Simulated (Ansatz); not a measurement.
Write a Python script for the Python package of Ansatz (0.2.0) that makes a geometry optimisation of BH₅O₂Si, SMILES OBO[SiH3]. Use: PBE, def2-SVP basis, multiplicity 1.

```json
{"atom": "O", "x (Å)": "-1.8729", "y (Å)": "-0.2043", "z (Å)": "1.0151"}
{"atom": "B", "x (Å)": "-1.2380", "y (Å)": "0.3639", "z (Å)": "-0.1749"}
{"atom": "O", "x (Å)": "-0.4398", "y (Å)": "-0.5136", "z (Å)": "-1.0114"}
{"atom": "Si", "x (Å)": "1.2716", "y (Å)": "-0.3306", "z (Å)": "-0.4045"}
{"atom": "H", "x (Å)": "-1.2941", "y (Å)": "-0.0025", "z (Å)": "1.7361"}
{"atom": "H", "x (Å)": "-1.4122", "y (Å)": "1.5036", "z (Å)": "-0.5064"}
{"atom": "H", "x (Å)": "1.6626", "y (Å)": "1.0615", "z (Å)": "-0.5134"}
{"atom": "H", "x (Å)": "1.3063", "y (Å)": "-0.7571", "z (Å)": "0.9977"}
{"atom": "H", "x (Å)": "2.1050", "y (Å)": "-1.1672", "z (Å)": "-1.1554"}
```

`opt_bh5o2si.py`
```python
"""Geometry optimisation of BH5O2Si."""

import warnings

import ansatz
import numpy as np

warnings.simplefilter("ignore", ansatz.DeckWarning)

bh5o2si = (
    ansatz.Crystal.molecule()
    .atom("O", (-1.8729, -0.2043, 1.0151))
    .atom("B", (-1.238, 0.3639, -0.1749))
    .atom("O", (-0.4398, -0.5136, -1.0114))
    .atom("Si", (1.2716, -0.3306, -0.4045))
    .atom("H", (-1.2941, -0.0025, 1.7361))
    .atom("H", (-1.4122, 1.5036, -0.5064))
    .atom("H", (1.6626, 1.0615, -0.5134))
    .atom("H", (1.3063, -0.7571, 0.9977))
    .atom("H", (2.105, -1.1672, -1.1554))
)

calculation = bh5o2si.calculation().basis(gaussian="def2-SVP").functional("pbe")
symbols = [site.symbol for site in bh5o2si.cartesian_sites]
start = np.array([site.position_ang for site in bh5o2si.cartesian_sites], dtype=float)
def progress(event):
    if event["event"] == "relax_step":
        row = event["data"]
        print(f"step {row['step']:3d}  E = {row['lagrangian_ev']:.6f} eV  largest force component {row['allowed_force_max_ev_ang']:.4f} eV/A")


r = calculation.relax(force_tolerance=0.01, max_steps=100).session().plan().execute(on_event=progress).report
end = np.array(r["positions_ang"])

for key in ("converged", "free_energy_ev", "reference_energy_ev", "n_frozen", "n_occupied", "n_virtual"):
    print(f"{key:22s} {r[key]}")

print("final positions (A) and the move of each atom")
for symbol, xyz, old in zip(symbols, end, start):
    print(f"{symbol:2s} {xyz[0]:10.5f} {xyz[1]:10.5f} {xyz[2]:10.5f}   {np.linalg.norm(xyz - old):7.4f}")
with open("bh5o2si_opt.xyz", "w") as handle:
    handle.write(f"{len(symbols)}\nrelaxed BH5O2Si\n")
    handle.writelines(f"{s:2s} {x:11.6f} {y:11.6f} {z:11.6f}\n" for s, (x, y, z) in zip(symbols, end))
```

```console
$ python opt_bh5o2si.py
step   1  E = -12715.313564 eV  largest force component 3.3945 eV/A
step   2  E = -12715.806319 eV  largest force component 1.9268 eV/A
step   3  E = -12716.003554 eV  largest force component 2.2384 eV/A
step   4  E = -12716.202556 eV  largest force component 1.5134 eV/A
step   5  E = -12716.384536 eV  largest force component 0.9595 eV/A
step   6  E = -12716.508833 eV  largest force component 0.6453 eV/A
step   7  E = -12716.589001 eV  largest force component 0.4282 eV/A
step   8  E = -12716.646993 eV  largest force component 0.2561 eV/A
step   9  E = -12716.684400 eV  largest force component 0.8663 eV/A
step  10  E = -12716.700437 eV  largest force component 0.6917 eV/A
step  11  E = -12716.760651 eV  largest force component 0.1218 eV/A
step  12  E = -12716.782304 eV  largest force component 0.1416 eV/A
step  13  E = -12716.770368 eV  largest force component 0.2831 eV/A
step  14  E = -12716.787891 eV  largest force component 0.0358 eV/A
step  15  E = -12716.788458 eV  largest force component 0.0502 eV/A
step  16  E = -12716.788959 eV  largest force component 0.0037 eV/A
step  17  E = -12716.789021 eV  largest force component 0.0263 eV/A
step  18  E = -12716.789094 eV  largest force component 0.0223 eV/A
step  19  E = -12716.789132 eV  largest force component 0.0129 eV/A
step  20  E = -12716.789145 eV  largest force component 0.0012 eV/A
converged              True
free_energy_ev         -12716.789181213882
reference_energy_ev    -12716.789181213882
n_frozen               0
n_occupied             [20, 20]
n_virtual              [65, 65]
final positions (A) and the move of each atom
O    -2.21926   -0.33362    0.89441    0.3889
B    -1.11393    0.22349    0.31952    0.5287
O    -0.01025   -0.57155    0.19061    1.2778
Si    1.53095   -0.31186   -0.43845    0.2622
H    -2.95226    0.30307    0.94419    1.8628
H    -1.10651    1.38712   -0.06640    0.5483
H     1.66316    1.09373   -0.96169    0.4494
H     2.53549   -0.54464    0.65181    1.2945
H     1.76109   -1.29205   -1.55110    0.5389
```

File `bh5o2si_opt.xyz` afterwards:
```text
9
relaxed BH5O2Si
O    -2.219255   -0.333620    0.894408
B    -1.113925    0.223491    0.319519
O    -0.010252   -0.571553    0.190613
Si    1.530952   -0.311858   -0.438454
H    -2.952256    0.303074    0.944193
H    -1.106505    1.387123   -0.066398
H     1.663159    1.093732   -0.961688
H     2.535493   -0.544637    0.651807
H     1.761091   -1.292051   -1.551100
```

What to keep in mind:
- Total energies depend on the basis set; only differences at equal settings carry meaning.
- The end point is the stationary point reached from this start; no frequency run checks that it is a minimum, and the basis set is modest.
- Finished in 53 s on 1 thread of Arm Neoverse V1, with other jobs on the host, peak memory 0.19 GiB.
